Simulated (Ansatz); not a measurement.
Crystal: HfB.

```
Hf B
1.0
     3.26683    0.00000    0.00000
     1.63342    2.82916    0.00000
     1.63342    0.94305    2.66736
Hf B
1 1
Cartesian
  3.2668 1.8861 1.3337
  0.0000 0.0000 0.0000
```

The cell isn't the ideal one: the cell as VASP's run set it.

Base run:

| Quantity | Value |
| --- | --- |
| Program | Ansatz 0.2.0 |
| Functional | LDA |
| Potentials or basis | all-electron LAPW, scalar-relativistic |
| Cutoff | 283 eV |
| Density cutoff | 1134 eV |
| Basis error allowed | 0.001 eV/atom |
| k mesh | 10 × 10 × 10 |
| Occupations | gaussian, width 0.1 eV |
| Spin | no spin polarisation |

Its results: band gap on the k mesh none (metal or under the smearing width); pressure 17.9 GPa.

Q: The run is repeated on the same cell with these changes: functional from LDA to PBEsol. What comes out?

A: Band gap on the k mesh none (metal or under the smearing width); pressure 23.2 GPa.

PBEsol binds less tightly than LDA, so the same cell stands under more pressure.

Caveats: so large a pressure means that the cell lies far from this level's equilibrium, or that cutoff or potentials fall short.

Not every run made on this cell is shown here.
